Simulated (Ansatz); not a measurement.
# GaB: relaxation of cell and atoms with PBE

Crystal: GaB.

```xyz
2
Lattice="2.7182 0.0000 0.0000 0.0000 2.7182 0.0000 0.0000 0.0000 3.2362" Properties=species:S:1:pos:R:3 pbc="T T T"
Ga    1.3591    1.3591    1.6181
B     0.0000    0.0000    0.0000
```

The cell was built by a generator and needn't be a form met in nature.

* Program: Ansatz 0.2.0
* Task: relaxation of cell and atoms
* Functional: PBE
* Potentials or basis: Ansatz PAW
* Cutoff: 420 eV (not typed: the program's choice for these potentials)
* k mesh: 10 × 10 × 8
* Occupations: fermi-dirac, width 0.05 eV
* Spin: no spin polarisation
* Target pressure: 5 GPa
* Target pressure (GPa): 5

| Quantity | Value |
| --- | --- |
| Relaxed volume | 11.42 Å³/atom |
| Relaxed cell | a = 2.671 Å, b = 2.671 Å, c = 3.200 Å, α = 90.00°, β = 90.00°, γ = 90.00° |
| Space group after relaxing (to 0.05 Å) | P4/mmm (No. 123) |
| Energy change on relaxing (the enthalpy is what falls) | +8.0 meV/atom |
| Ionic steps | 6 |
| Pressure after relaxing | 5.0 GPa |
| Band gap on the k mesh | none (metal or under the smearing width) |

Step by step:
| step | energy change (eV) | largest force (eV/Å) | volume (Å³) |
| --- | --- | --- | --- |
| 1 | 0.0000 | 0.0000 | 23.91 |
| 2 | 0.0140 | 0.0000 | 22.90 |
| 3 | 0.0142 | 0.0000 | 22.87 |
| 4 | 0.0149 | 0.0000 | 22.84 |
| 5 | 0.0152 | 0.0000 | 22.83 |
| 6 | 0.0160 | 0.0000 | 22.83 |

Final structure:
```xyz
2
Lattice="2.6714 0.0000 0.0000 0.0000 2.6714 0.0000 0.0000 0.0000 3.1996" Properties=species:S:1:pos:R:3 pbc="T T T"
Ga    1.3357    1.3357    1.5998
B     0.0000    0.0000    0.0000
```

Levels at points of the mesh, in eV from the Fermi level:
```tsv
k point	band 4	band 5	band 6	band 7	band 8	band 9	band 10	band 11	band 12
(0.00, 0.00, 0.00)	-14.85	-14.80	-13.74	-1.86	2.06	2.83	2.83	9.56	9.76
(0.00, 0.00, -0.50)	-14.90	-14.80	-10.25	-10.16	4.52	4.52	8.44	10.00	10.00
(0.00, -0.50, 0.00)	-14.93	-14.83	-8.86	-8.44	1.90	5.31	5.68	5.72	5.77
(0.00, -0.50, -0.50)	-14.87	-14.74	-5.72	-5.58	-5.07	-4.22	5.71	10.64	12.46
(-0.50, -0.50, 0.00)	-14.92	-14.63	-4.66	-4.66	-3.43	-1.79	3.34	7.86	7.86
(-0.50, -0.50, -0.50)	-14.76	-14.63	-1.83	-1.40	-1.40	-0.42	0.09	0.09	1.59
```

Run time: 5.5 s on 2 threads of Intel(R) Xeon(R) Platinum 8375C CPU @ 2.90GHz (Ice Lake), with other jobs on the host, peak memory 0.4 GiB.

Caveat: the plane-wave basis is chosen anew once the cell has moved, so the energies of steps on either side of that aren't comparable.
